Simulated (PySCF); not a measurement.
# [Pb(BH4)3]−: other functionals and bases at one geometry

Aim: see how levels, charges and forces of [Pb(BH4)3]− depend on the level of theory. The species was built from a template and needn't be a known compound.

Method: several levels, as the steps say, no spin–orbit coupling; program: PySCF 2.14.0.

2 further runs of the same task are left out: 2 for a known fault of the program.

### 1 Where the work starts

16 atoms, charge -1, spin multiplicity 1.

Bond lengths: Pb1–B2 2.669 Å, Pb1–H4 2.219 Å, Pb1–B7 2.669 Å, Pb1–H9 2.219 Å, Pb1–B12 2.669 Å, Pb1–H14 2.219 Å, B2–H3 1.227 Å, B2–H4 1.279 Å, B2–H5 1.237 Å, B2–H6 1.242 Å, B7–H8 1.227 Å, B7–H9 1.279 Å, B7–H10 1.237 Å, B7–H11 1.242 Å, B12–H13 1.227 Å, B12–H14 1.279 Å, B12–H15 1.237 Å, B12–H16 1.242 Å. Angles: B2–Pb1–H4 28.5°, B2–Pb1–B7 112.2°, B2–Pb1–H9 92.9°, B2–Pb1–B12 112.2°, B2–Pb1–H14 103.5°, H4–Pb1–B7 103.5°, H4–Pb1–H9 76.9°, H4–Pb1–B12 92.9°, H4–Pb1–H14 76.9°, B7–Pb1–H9 28.5°, B7–Pb1–B12 112.2°, B7–Pb1–H14 92.9°, H9–Pb1–B12 103.5°, H9–Pb1–H14 76.9°, B12–Pb1–H14 28.5°, Pb1–B2–H3 158.7°, Pb1–B2–H4 55.8°, Pb1–B2–H5 81.4° and more.

As a file:

| atom | x (Å) | y (Å) | z (Å) |
| --- | --- | --- | --- |
| Pb1 | 0.0000 | 0.0000 | -0.6553 |
| B2 | 2.5581 | 0.0294 | 0.1066 |
| H3 | 3.5268 | 0.0587 | 0.8589 |
| H4 | 1.5780 | -0.2253 | 0.8885 |
| H5 | 2.6273 | -0.8696 | -0.7400 |
| H6 | 2.3659 | 1.1316 | -0.4316 |
| B7 | -1.3045 | 2.2007 | 0.1066 |
| H8 | -1.8142 | 3.0249 | 0.8589 |
| H9 | -0.5939 | 1.4793 | 0.8885 |
| H10 | -0.5605 | 2.7101 | -0.7400 |
| H11 | -2.1630 | 1.4831 | -0.4316 |
| B12 | -1.2536 | -2.2300 | 0.1066 |
| H13 | -1.7126 | -3.0836 | 0.8589 |
| H14 | -0.9841 | -1.2539 | 0.8885 |
| H15 | -2.0668 | -1.8405 | -0.7400 |
| H16 | -0.2029 | -2.6147 | -0.4316 |

Formal oxidation states: Pb +2. An earlier session relaxed this geometry at TPSS, Pb def2-SVP with ECP60, B def2-SVP, H def2-SVP (singlet, point group C3).

At TPSS on the finer grid: E = -274.602692 Eh, HOMO -2.89 eV, LUMO 1.89 eV, Mulliken charge on Pb1 +0.52 e, largest force component 0.019 eV/Å. 

Levels to run: wB97X; B3LYP; BLYP; BP86; TPSS, TZVP; TPSS, x2c-SVP. Hardware: 2 threads of Arm Neoverse V1, shared host.

### 2 wB97X

Contents of run.py (the lines that set the calculation):

```python
mol = gto.M(atom='''
Pb     0.00000     0.00000    -0.65529
B      2.55806     0.02937     0.10659
H      3.52676     0.05867     0.85889
H      1.57803    -0.22532     0.88847
H      2.62729    -0.86963    -0.74004
H      2.36591     1.13162    -0.43160
B     -1.30447     2.20066     0.10659
H     -1.81419     3.02493     0.85889
H     -0.59388     1.47927     0.88847
H     -0.56052     2.71012    -0.74004
H     -2.16297     1.48313    -0.43160
B     -1.25360    -2.23003     0.10659
H     -1.71257    -3.08360     0.85889
H     -0.98415    -1.25395     0.88847
H     -2.06677    -1.84049    -0.74004
H     -0.20294    -2.61475    -0.43160''',
    basis={'Pb': 'def2-SVP', 'B': 'def2-SVP', 'H': 'def2-SVP'},
    ecp={'Pb': 'def2-SVP'},
    charge=-1, spin=0)
mf = dft.RKS(mol, xc='WB97X')
mf.grids.atom_grid = (75, 302)
mf = mf.density_fit()  # fitting sets: Pb def2-universal-JKFIT, B def2-universal-JKFIT, H def2-universal-JKFIT
mf.conv_tol = 1e-08; mf.max_cycle = 55
mf.kernel(dm0)  # dm0: the density of the relaxed state
```

Launch:

```bash
$ OMP_NUM_THREADS=2 python run.py
```

### 3 B3LYP

run.py (the lines that set the calculation), as its differences from that of step 2:

```diff
@@ -20,3 +20,3 @@
     charge=-1, spin=0)
-mf = dft.RKS(mol, xc='WB97X')
+mf = dft.RKS(mol, xc='B3LYP')
 mf.grids.atom_grid = (75, 302)
```

### 4 BLYP

run.py (the lines that set the calculation), as its differences from that of step 3:

```diff
@@ -20,3 +20,3 @@
     charge=-1, spin=0)
-mf = dft.RKS(mol, xc='B3LYP')
+mf = dft.RKS(mol, xc='BLYP')
 mf.grids.atom_grid = (75, 302)
```

### 5 BP86

run.py (the lines that set the calculation), as its differences from that of step 4:

```diff
@@ -20,3 +20,3 @@
     charge=-1, spin=0)
-mf = dft.RKS(mol, xc='BLYP')
+mf = dft.RKS(mol, xc='B88,P86')
 mf.grids.atom_grid = (75, 302)
```

### 6 TPSS, TZVP

Basis: Pb def2-TZVP with ECP60, B def2-TZVP, H def2-TZVP. 

run.py (the lines that set the calculation), as its differences from that of step 5:

```diff
@@ -17,6 +17,6 @@
 H     -0.20294    -2.61475    -0.43160''',
-    basis={'Pb': 'def2-SVP', 'B': 'def2-SVP', 'H': 'def2-SVP'},
-    ecp={'Pb': 'def2-SVP'},
+    basis={'Pb': 'def2-TZVP', 'B': 'def2-TZVP', 'H': 'def2-TZVP'},
+    ecp={'Pb': 'def2-TZVP'},
     charge=-1, spin=0)
-mf = dft.RKS(mol, xc='B88,P86')
+mf = dft.RKS(mol, xc='TPSS')
 mf.grids.atom_grid = (75, 302)
@@ -24,2 +24,2 @@
 mf.conv_tol = 1e-08; mf.max_cycle = 55
-mf.kernel(dm0)  # dm0: the density of the relaxed state
+mf.kernel(dm0)  # dm0: free metal ions and neutral atoms
```

### 7 TPSS, x2c-SVP

Basis: Pb x2c-SVPall, B x2c-SVPall, H x2c-SVPall. All electrons are treated, with the spin-free X2C Hamiltonian.

run.py (the lines that set the calculation), as its differences from that of step 6:

```diff
@@ -17,8 +17,9 @@
 H     -0.20294    -2.61475    -0.43160''',
-    basis={'Pb': 'def2-TZVP', 'B': 'def2-TZVP', 'H': 'def2-TZVP'},
-    ecp={'Pb': 'def2-TZVP'},
+    basis={'Pb': 'x2c-SVPall', 'B': 'x2c-SVPall', 'H': 'x2c-SVPall'},
+    nucmod='G',
     charge=-1, spin=0)
 mf = dft.RKS(mol, xc='TPSS')
-mf.grids.atom_grid = (75, 302)
-mf = mf.density_fit()  # fitting sets: Pb def2-universal-JKFIT, B def2-universal-JKFIT, H def2-universal-JKFIT
+mf.grids.atom_grid = (99, 590)
+mf = mf.density_fit()  # fitting sets: Pb AutoAux, B AutoAux, H AutoAux
+mf = mf.sfx2c1e()
 mf.conv_tol = 1e-08; mf.max_cycle = 55
```

What does the calculation give? Wanted: for each run, HOMO; gap; charge on Pb1; dipole; largest force.

**Answer**, as computed:

| level | state | HOMO (eV) | gap (eV) | charge on Pb1 (e) | dipole (D) | largest force (eV/Å) | basis functions | time |
| --- | --- | --- | --- | --- | --- | --- | --- | --- |
| TPSS (relaxed here) | singlet | -2.89 | 4.78 | 0.52 | 4.32 | 0.02 | 128 | 80 s |
| wB97X | singlet | -6.04 | 10.22 | 0.62 | 4.46 | 0.61 | 128 | 16 s |
| B3LYP | singlet | -3.66 | 5.91 | 0.51 | 4.36 | 0.08 | 128 | 9.5 s |
| BLYP | singlet | -2.55 | 4.48 | 0.38 | 4.21 | 0.29 | 128 | 10 s |
| BP86 | singlet | -2.79 | 4.48 | 0.41 | 4.15 | 0.11 | 128 | 10 s |
| TPSS, TZVP | singlet | -3.01 | 4.77 | 0.68 | 4.36 | 0.21 | 215 | 61 s |
| TPSS, x2c-SVP | singlet | -2.90 | 4.79 | 0.54 | 4.30 | 0.68 | 164 | 1.7 min |

Times are on 2 threads of Arm Neoverse V1, shared host; the first row also made further properties. The dipole of a charged species depends on the origin, so these sizes hold for this origin alone.

In one basis the HOMO–LUMO gap runs from 4.48 eV (BLYP) to 10.22 eV (wB97X). The largest leftover force, 0.68 eV/Å with TPSS, x2c-SVP, stands at a geometry relaxed at another level. The Mulliken charge on Pb spans +0.38 to +0.68 e over the levels. Total energies of different levels can't be compared. Spin–orbit coupling is left out throughout.
